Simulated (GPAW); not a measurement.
# In3As (Pm-3m) in GPAW: settings compared

Aim: see how the results for In3As move with the level of theory and the settings. Levels: PBEsol+D3(BJ)+ATM, PBEsol+D4. Tasks: relaxation of cell and atoms.

All numbers are computed with GPAW 26.7.0; they aren't measurements. Logs are shortened: lines on timing, memory, paths and dates and some standing lists are left out, and cuts for length are marked. The log counts tension as positive stress, the text compression.

### 1 The crystal as given

The structure is cubic, space group Pm-3m (No. 221). The conventional cell has a = 4.672 Å, b = 4.672 Å, c = 4.672 Å, α = 90.00°, β = 90.00°, γ = 90.00°. Around In (site symmetry 4/mmm) lie 8 In at 3.30 Å and 4 As at 3.30 Å. As (site symmetry m-3m) has 12 In at 3.30 Å as nearest neighbours.

The cell comes from a database or a generator and needn't be the stable form of this composition.

### 2 Relaxation of cell and atoms, PBEsol+D3(BJ)+ATM

Contents of run.py:

```python
from ase import Atoms
from ase.calculators.mixing import SumCalculator
from ase.filters import FrechetCellFilter
from ase.io import write
from ase.optimize import BFGS
from dftd3.ase import DFTD3
from gpaw import GPAW, PW, setup_paths

setup_paths.insert(0, '.')

atoms = Atoms(['In', 'In', 'In', 'As'],
              cell=[[4.671681, 0.0, 0.0],
                    [0.0, 4.671681, 0.0],
                    [0.0, 0.0, 4.671681]],
              scaled_positions=[[0.5, 0.5, 0.0],
                                [0.5, 0.0, 0.5],
                                [0.0, 0.5, 0.5],
                                [0.0, 0.0, 0.0]],
              pbc=True)

calc = GPAW(mode=PW(600),
            xc='PBEsol',
            kpts={'size': (6, 6, 6), 'gamma': True},
            occupations={'name': 'fermi-dirac', 'width': 0.05},
            nbands=36,
            convergence={'density': 1e-05, 'forces': 0.0001},
            maxiter=150,
            txt='gpaw.txt')
atoms.calc = SumCalculator([calc, DFTD3(damping='d3bj', params_tweaks=dict(method='pbesol', atm=True))])
opt = BFGS(FrechetCellFilter(atoms), trajectory='relax.traj', logfile='-')
done = opt.run(fmax=0.02, steps=60)
calc.write('gs.gpw')
write('result.traj', atoms)
print('Converged:', done)
print('Cell:', atoms.cell.cellpar().round(4))
print('Volume:', round(atoms.get_volume(), 4))
print(atoms.get_scaled_positions().round(5))
```

Potentials or basis: PAW data sets generated in the run's folder for this functional, pw.

Launch:

```bash
$ gpaw-setup -f PBEsol As In
$ OMP_NUM_THREADS=1 python run.py
```

gpaw.txt:

```text
__  _  _
 | _ |_)|_||  |
 |__||  | ||/\| - 26.7.0

Input parameters:
  mode=PW(ecut=600.0),
  convergence={'density': 1e-05, 'forces': 0.0001},
  kpts=MonkhorstPack(size=(6, 6, 6), gamma=True),
  maxiter=150,
  nbands=36,
  occupations=Occupations(name='fermi-dirac', width=0.05),
  xc=XC(name='PBEsol')

Diagonalizing LCAO Hamiltonian
Converting LCAO to pw mode
    .----------.
   /|          |
  / |          |
 *  |          |
 |  |          |
 | In          |
 |  .--In------.
 | /    In    /
 |/          /
 As---------*

Atoms  # Å, Bohr magnetons
|   | symbol |        x |        y |        z |    initial magnetic moments |
|---|--------|----------|----------|----------|-----------------------------|
| 0 |     In | 2.335841 | 2.335841 | 0.000000 | ( 0.0000,  0.0000,  0.0000) |
| 1 |     In | 2.335841 | 0.000000 | 2.335841 | ( 0.0000,  0.0000,  0.0000) |
| 2 |     In | 0.000000 | 2.335841 | 2.335841 | ( 0.0000,  0.0000,  0.0000) |
| 3 |     As | 0.000000 | 0.000000 | 0.000000 | ( 0.0000,  0.0000,  0.0000) |

Unit cell  # Å
| periodic |        x |        y |        z |  lengths |    angles |
|----------|----------|----------|----------|----------|-----------|
|      yes | 4.671681 | 0.000000 | 0.000000 | 4.671681 | 90.000000 |
|      yes | 0.000000 | 4.671681 | 0.000000 | 4.671681 | 90.000000 |
|      yes | 0.000000 | 0.000000 | 4.671681 | 4.671681 | 90.000000 |

Number of symmetries: 48
Symmetry operations  # r_c * U_cc + t_c -> r_c
|    | kind |            matrix            |
|----|------|------------------------------|
|  0 |  E   |  1, 0, 0,  0, 1, 0,  0, 0, 1 |
|  1 |  σ   |  1, 0, 0,  0, 1, 0,  0, 0,-1 |
|  2 |  σ   |  1, 0, 0,  0, 0, 1,  0, 1, 0 |
|  3 |  C4  |  1, 0, 0,  0, 0, 1,  0,-1, 0 |
|  4 |  C4  |  1, 0, 0,  0, 0,-1,  0, 1, 0 |
|  5 |  σ   |  1, 0, 0,  0, 0,-1,  0,-1, 0 |
|  6 |  σ   |  1, 0, 0,  0,-1, 0,  0, 0, 1 |
|  7 |  C2  |  1, 0, 0,  0,-1, 0,  0, 0,-1 |
|  8 |  σ   |  0, 1, 0,  1, 0, 0,  0, 0, 1 |
|  9 |  C2  |  0, 1, 0,  1, 0, 0,  0, 0,-1 |
| 10 |  C3  |  0, 1, 0,  0, 0, 1,  1, 0, 0 |
| 11 |  S6  |  0, 1, 0,  0, 0, 1, -1, 0, 0 |
| 12 |  S6  |  0, 1, 0,  0, 0,-1,  1, 0, 0 |
| 13 |  C3  |  0, 1, 0,  0, 0,-1, -1, 0, 0 |
| 14 |  C4  |  0, 1, 0, -1, 0, 0,  0, 0, 1 |
| 15 |  S4  |  0, 1, 0, -1, 0, 0,  0, 0,-1 |
| 16 |  C3  |  0, 0, 1,  1, 0, 0,  0, 1, 0 |
| 17 |  S6  |  0, 0, 1,  1, 0, 0,  0,-1, 0 |
| 18 |  σ   |  0, 0, 1,  0, 1, 0,  1, 0, 0 |
| 19 |  C4  |  0, 0, 1,  0, 1, 0, -1, 0, 0 |
| 20 |  C2  |  0, 0, 1,  0,-1, 0,  1, 0, 0 |
| 21 |  S4  |  0, 0, 1,  0,-1, 0, -1, 0, 0 |
[... 226 lines left out ...]
Forces  # eV/Ang
|        x |        y |        z |
|----------|----------|----------|
|  0.00000 |  0.00000 |  0.00000 |  # In   0
| -0.00000 | -0.00000 |  0.00000 |  # In   1
| -0.00000 | -0.00000 |  0.00000 |  # In   2
| -0.00000 | -0.00000 | -0.00000 |  # As   3

Interpolating wave functions to new cell

         In
             In

               In
       As

Atoms  # Å, Bohr magnetons
|   | symbol |        x |        y |        z |    initial magnetic moments |
|---|--------|----------|----------|----------|-----------------------------|
| 0 |     In | 2.329550 | 2.329550 | 0.000000 | ( 0.0000,  0.0000,  0.0000) |
| 1 |     In | 2.329550 | 0.000000 | 2.329550 | ( 0.0000,  0.0000,  0.0000) |
| 2 |     In | 0.000000 | 2.329550 | 2.329550 | ( 0.0000,  0.0000,  0.0000) |
| 3 |     As | 0.000000 | 0.000000 | 0.000000 | ( 0.0000,  0.0000,  0.0000) |

Unit cell  # Å
| periodic |         x |         y |        z |  lengths |    angles |
|----------|-----------|-----------|----------|----------|-----------|
|      yes |  4.659101 | -0.000000 | 0.000000 | 4.659101 | 90.000000 |
|      yes | -0.000000 |  4.659101 | 0.000000 | 4.659101 | 90.000000 |
|      yes |  0.000000 |  0.000000 | 4.659101 | 4.659101 | 90.000000 |

Number of symmetries: 48
Symmetry operations  # r_c * U_cc + t_c -> r_c
|    | kind |            matrix            |
|----|------|------------------------------|
|  0 |  E   |  1, 0, 0,  0, 1, 0,  0, 0, 1 |
|  1 |  σ   |  1, 0, 0,  0, 1, 0,  0, 0,-1 |
|  2 |  σ   |  1, 0, 0,  0, 0, 1,  0, 1, 0 |
|  3 |  C4  |  1, 0, 0,  0, 0, 1,  0,-1, 0 |
|  4 |  C4  |  1, 0, 0,  0, 0,-1,  0, 1, 0 |
|  5 |  σ   |  1, 0, 0,  0, 0,-1,  0,-1, 0 |
|  6 |  σ   |  1, 0, 0,  0,-1, 0,  0, 0, 1 |
|  7 |  C2  |  1, 0, 0,  0,-1, 0,  0, 0,-1 |
|  8 |  σ   |  0, 1, 0,  1, 0, 0,  0, 0, 1 |
|  9 |  C2  |  0, 1, 0,  1, 0, 0,  0, 0,-1 |
| 10 |  C3  |  0, 1, 0,  0, 0, 1,  1, 0, 0 |
| 11 |  S6  |  0, 1, 0,  0, 0, 1, -1, 0, 0 |
| 12 |  S6  |  0, 1, 0,  0, 0,-1,  1, 0, 0 |
| 13 |  C3  |  0, 1, 0,  0, 0,-1, -1, 0, 0 |
| 14 |  C4  |  0, 1, 0, -1, 0, 0,  0, 0, 1 |
| 15 |  S4  |  0, 1, 0, -1, 0, 0,  0, 0,-1 |
| 16 |  C3  |  0, 0, 1,  1, 0, 0,  0, 1, 0 |
| 17 |  S6  |  0, 0, 1,  1, 0, 0,  0,-1, 0 |
| 18 |  σ   |  0, 0, 1,  0, 1, 0,  1, 0, 0 |
| 19 |  C4  |  0, 0, 1,  0, 1, 0, -1, 0, 0 |
| 20 |  C2  |  0, 0, 1,  0,-1, 0,  1, 0, 0 |
| 21 |  S4  |  0, 0, 1,  0,-1, 0, -1, 0, 0 |
[... 225 lines left out ...]
Forces  # eV/Ang
|        x |        y |        z |
|----------|----------|----------|
|  0.00000 |  0.00000 | -0.00000 |  # In   0
| -0.00000 | -0.00000 | -0.00000 |  # In   1
|  0.00000 |  0.00000 |  0.00000 |  # In   2
| -0.00000 |  0.00000 |  0.00000 |  # As   3

Interpolating wave functions to new cell

         In
            In

              In
       As

Atoms  # Å, Bohr magnetons
|   | symbol |         x |         y |         z |    initial magnetic moments |
|---|--------|-----------|-----------|-----------|-----------------------------|
| 0 |     In |  2.242062 |  2.242062 | -0.000000 | ( 0.0000,  0.0000,  0.0000) |
| 1 |     In |  2.242062 | -0.000000 |  2.242062 | ( 0.0000,  0.0000,  0.0000) |
| 2 |     In |  0.000000 |  2.242062 |  2.242062 | ( 0.0000,  0.0000,  0.0000) |
| 3 |     As | -0.000000 |  0.000000 | -0.000000 | ( 0.0000,  0.0000,  0.0000) |

Unit cell  # Å
| periodic |        x |         y |         z |  lengths |    angles |
|----------|----------|-----------|-----------|----------|-----------|
|      yes | 4.484124 |  0.000000 | -0.000000 | 4.484124 | 90.000000 |
|      yes | 0.000000 |  4.484124 | -0.000000 | 4.484124 | 90.000000 |
|      yes | 0.000000 | -0.000000 |  4.484124 | 4.484124 | 90.000000 |

Number of symmetries: 48
Symmetry operations  # r_c * U_cc + t_c -> r_c
|    | kind |            matrix            |
|----|------|------------------------------|
|  0 |  E   |  1, 0, 0,  0, 1, 0,  0, 0, 1 |
|  1 |  σ   |  1, 0, 0,  0, 1, 0,  0, 0,-1 |
|  2 |  σ   |  1, 0, 0,  0, 0, 1,  0, 1, 0 |
|  3 |  C4  |  1, 0, 0,  0, 0, 1,  0,-1, 0 |
|  4 |  C4  |  1, 0, 0,  0, 0,-1,  0, 1, 0 |
|  5 |  σ   |  1, 0, 0,  0, 0,-1,  0,-1, 0 |
|  6 |  σ   |  1, 0, 0,  0,-1, 0,  0, 0, 1 |
|  7 |  C2  |  1, 0, 0,  0,-1, 0,  0, 0,-1 |
|  8 |  σ   |  0, 1, 0,  1, 0, 0,  0, 0, 1 |
|  9 |  C2  |  0, 1, 0,  1, 0, 0,  0, 0,-1 |
| 10 |  C3  |  0, 1, 0,  0, 0, 1,  1, 0, 0 |
| 11 |  S6  |  0, 1, 0,  0, 0, 1, -1, 0, 0 |
| 12 |  S6  |  0, 1, 0,  0, 0,-1,  1, 0, 0 |
| 13 |  C3  |  0, 1, 0,  0, 0,-1, -1, 0, 0 |
| 14 |  C4  |  0, 1, 0, -1, 0, 0,  0, 0, 1 |
| 15 |  S4  |  0, 1, 0, -1, 0, 0,  0, 0,-1 |
| 16 |  C3  |  0, 0, 1,  1, 0, 0,  0, 1, 0 |
| 17 |  S6  |  0, 0, 1,  1, 0, 0,  0,-1, 0 |
| 18 |  σ   |  0, 0, 1,  0, 1, 0,  1, 0, 0 |
| 19 |  C4  |  0, 0, 1,  0, 1, 0, -1, 0, 0 |
| 20 |  C2  |  0, 0, 1,  0,-1, 0,  1, 0, 0 |
| 21 |  S4  |  0, 0, 1,  0,-1, 0, -1, 0, 0 |
[... 198 lines left out ...]
|         14 |        -6.159 |     2.000 |
|         15 |        -4.195 |     2.000 |
|         16 |         1.537 |     2.000 |
|         17 |         4.399 |     2.000 |
|         18 |         4.399 |     2.000 |
|         19 |         4.399 |     2.000 |
[... 8 lines left out ...]
|         28 |        14.246 |     0.000 |
|         29 |        15.391 |     0.000 |
|        ... |               |           |
|         35 |        18.433 |     0.000 |

No gap
No difference between direct/indirect transitions

Stress tensor  # eV/Ang^3
|         x |         y |         z |
|-----------|-----------|-----------|
| -0.022053 |  0.000000 |  0.000000 |
|  0.000000 | -0.022053 | -0.000000 |
|  0.000000 | -0.000000 | -0.022053 |

Forces  # eV/Ang
|        x |        y |        z |
|----------|----------|----------|
|  0.00000 | -0.00000 | -0.00000 |  # In   0
| -0.00000 |  0.00000 | -0.00000 |  # In   1
| -0.00000 |  0.00000 | -0.00000 |  # In   2
| -0.00000 |  0.00000 |  0.00000 |  # As   3

Interpolating wave functions to new cell

         In
            In

              In
       As

Atoms  # Å, Bohr magnetons
|   | symbol |         x |         y |         z |    initial magnetic moments |
|---|--------|-----------|-----------|-----------|-----------------------------|
| 0 |     In |  2.255461 |  2.255461 | -0.000000 | ( 0.0000,  0.0000,  0.0000) |
| 1 |     In |  2.255461 | -0.000000 |  2.255461 | ( 0.0000,  0.0000,  0.0000) |
| 2 |     In |  0.000000 |  2.255461 |  2.255461 | ( 0.0000,  0.0000,  0.0000) |
| 3 |     As | -0.000000 |  0.000000 | -0.000000 | ( 0.0000,  0.0000,  0.0000) |

Unit cell  # Å
| periodic |        x |         y |         z |  lengths |    angles |
|----------|----------|-----------|-----------|----------|-----------|
|      yes | 4.510922 |  0.000000 | -0.000000 | 4.510922 | 90.000000 |
|      yes | 0.000000 |  4.510922 | -0.000000 | 4.510922 | 90.000000 |
|      yes | 0.000000 | -0.000000 |  4.510922 | 4.510922 | 90.000000 |

Number of symmetries: 48
Symmetry operations  # r_c * U_cc + t_c -> r_c
|    | kind |            matrix            |
|----|------|------------------------------|
|  0 |  E   |  1, 0, 0,  0, 1, 0,  0, 0, 1 |
|  1 |  σ   |  1, 0, 0,  0, 1, 0,  0, 0,-1 |
|  2 |  σ   |  1, 0, 0,  0, 0, 1,  0, 1, 0 |
|  3 |  C4  |  1, 0, 0,  0, 0, 1,  0,-1, 0 |
|  4 |  C4  |  1, 0, 0,  0, 0,-1,  0, 1, 0 |
|  5 |  σ   |  1, 0, 0,  0, 0,-1,  0,-1, 0 |
|  6 |  σ   |  1, 0, 0,  0,-1, 0,  0, 0, 1 |
|  7 |  C2  |  1, 0, 0,  0,-1, 0,  0, 0,-1 |
|  8 |  σ   |  0, 1, 0,  1, 0, 0,  0, 0, 1 |
|  9 |  C2  |  0, 1, 0,  1, 0, 0,  0, 0,-1 |
| 10 |  C3  |  0, 1, 0,  0, 0, 1,  1, 0, 0 |
| 11 |  S6  |  0, 1, 0,  0, 0, 1, -1, 0, 0 |
| 12 |  S6  |  0, 1, 0,  0, 0,-1,  1, 0, 0 |
| 13 |  C3  |  0, 1, 0,  0, 0,-1, -1, 0, 0 |
| 14 |  C4  |  0, 1, 0, -1, 0, 0,  0, 0, 1 |
| 15 |  S4  |  0, 1, 0, -1, 0, 0,  0, 0,-1 |
| 16 |  C3  |  0, 0, 1,  1, 0, 0,  0, 1, 0 |
| 17 |  S6  |  0, 0, 1,  1, 0, 0,  0,-1, 0 |
| 18 |  σ   |  0, 0, 1,  0, 1, 0,  1, 0, 0 |
| 19 |  C4  |  0, 0, 1,  0, 1, 0, -1, 0, 0 |
| 20 |  C2  |  0, 0, 1,  0,-1, 0,  1, 0, 0 |
| 21 |  S4  |  0, 0, 1,  0,-1, 0, -1, 0, 0 |
[... 197 lines left out ...]
|         14 |        -6.374 |     2.000 |
|         15 |        -4.286 |     2.000 |
|         16 |         1.317 |     2.000 |
|         17 |         4.262 |     2.000 |
|         18 |         4.262 |     2.000 |
|         19 |         4.262 |     2.000 |
[... 8 lines left out ...]
|         28 |        13.956 |     0.000 |
|         29 |        15.127 |     0.000 |
|        ... |               |           |
|         35 |        18.051 |     0.000 |

No gap
No difference between direct/indirect transitions

Stress tensor  # eV/Ang^3
|         x |         y |         z |
|-----------|-----------|-----------|
| -0.015130 |  0.000000 |  0.000000 |
|  0.000000 | -0.015130 | -0.000000 |
|  0.000000 | -0.000000 | -0.015130 |

Forces  # eV/Ang
|        x |        y |        z |
|----------|----------|----------|
| -0.00000 |  0.00000 |  0.00000 |  # In   0
|  0.00000 | -0.00000 |  0.00000 |  # In   1
| -0.00000 |  0.00000 |  0.00000 |  # In   2
| -0.00000 |  0.00000 | -0.00000 |  # As   3

# Writing to gs.gpw (mode='')
```

Wall time 2.8 min (1 thread of Arm Neoverse V1, shared host); peak memory 0.27 GiB.

What came out:

```yaml
Free_energy: -15.8573 eV
Relaxed_volume: 22.95 Å³/atom
Relaxed_cell: a = 4.511 Å, b = 4.511 Å, c = 4.511 Å, α = 90.00°, β = 90.00°, γ = 90.00°
Space_group_after_relaxing_to_0.05_Å: Pm-3m (No. 221)
Energy_gained_by_relaxing: 40.7 meV/atom
Ionic_steps: 4
Pressure_after_relaxing: -0.1 GPa
Band_gap_on_the_k_mesh: none (metal or under the smearing width)
Dispersion_energy_per_atom: -0.372 eV
```

Step by step:
```tsv
step	energy change (eV)	largest force (eV/Å)	pressure (GPa)	volume (Å³)
1	0.0000	0.0000	-4.75	101.96
2	-0.0233	0.0000	-4.47	101.14
3	-0.1579	0.0000	0.92	90.16
4	-0.1628	0.0000	-0.10	91.79
```

Final structure:
```xyz
4
Lattice="4.5109 0.0000 0.0000 0.0000 4.5109 0.0000 0.0000 0.0000 4.5109" Properties=species:S:1:pos:R:3 pbc="T T T"
In    2.2555    2.2555    0.0000
In    2.2555    0.0000    2.2555
In    0.0000    2.2555    2.2555
As    0.0000    0.0000    0.0000
```

Caveat: later steps reuse the first step's grids; pairwise dispersion overbinds metals, which lowers pressure and volume.

### 3 Relaxation of cell and atoms, PBEsol+D4

Changes to run.py since step 2:

```diff
@@ -5,3 +5,3 @@
 from ase.optimize import BFGS
-from dftd3.ase import DFTD3
+from dftd4.ase import DFTD4
 from gpaw import GPAW, PW, setup_paths
@@ -28,3 +28,3 @@
             txt='gpaw.txt')
-atoms.calc = SumCalculator([calc, DFTD3(damping='d3bj', params_tweaks=dict(method='pbesol', atm=True))])
+atoms.calc = SumCalculator([calc, DFTD4(method='pbesol')])
 opt = BFGS(FrechetCellFilter(atoms), trajectory='relax.traj', logfile='-')
```

Potentials or basis: PAW data sets generated in the run's folder for this functional, pw.

Launch:

```bash
$ gpaw-setup -f PBEsol As In
$ OMP_NUM_THREADS=1 python run.py
```

Run time: 2.8 min. Hardware: 1 thread of Arm Neoverse V1, shared host; peak memory 0.27 GiB.

Results (log left out):

* Free energy: -15.3323 eV
* Relaxed volume: 23.31 Å³/atom
* Relaxed cell: a = 4.534 Å, b = 4.534 Å, c = 4.534 Å, α = 90.00°, β = 90.00°, γ = 90.00°
* Space group after relaxing (to 0.05 Å): Pm-3m (No. 221)
* Energy gained by relaxing: 28.9 meV/atom
* Ionic steps: 4
* Pressure after relaxing: -0.1 GPa
* Band gap on the k mesh: none (metal or under the smearing width)
* Dispersion energy per atom: -0.236 eV

Step by step:
```tsv
step	energy change (eV)	largest force (eV/Å)	pressure (GPa)	volume (Å³)
1	0.0000	0.0000	-4.01	101.96
2	-0.0165	0.0000	-3.77	101.26
3	-0.1124	0.0000	0.66	92.01
4	-0.1154	0.0000	-0.06	93.23
```

Final structure:
```xyz
4
Lattice="4.5343 0.0000 0.0000 0.0000 4.5343 0.0000 0.0000 0.0000 4.5343" Properties=species:S:1:pos:R:3 pbc="T T T"
In    2.2672    2.2672    0.0000
In    2.2672    0.0000    2.2672
In    0.0000    2.2672    2.2672
As    0.0000    0.0000    0.0000
```

Levels at points of the mesh, in eV from the Fermi level:
```
           k point  band 20  band 21  band 22  band 23  band 24  band 25
(0.00, 0.00, 0.00)    -3.24    -1.75    -1.75     2.16     2.16     2.16
(0.50, 0.00, 0.00)    -1.80    -0.90    -0.21    -0.21    -0.02     1.32
(0.50, 0.50, 0.00)    -0.86    -0.48     0.63     0.63     1.90     1.90
(0.50, 0.50, 0.50)    -4.28    -4.28    -4.28    -3.78     5.10     5.10
```

Caveat: later steps reuse the first step's grids; pairwise dispersion overbinds metals, which lowers pressure and volume.
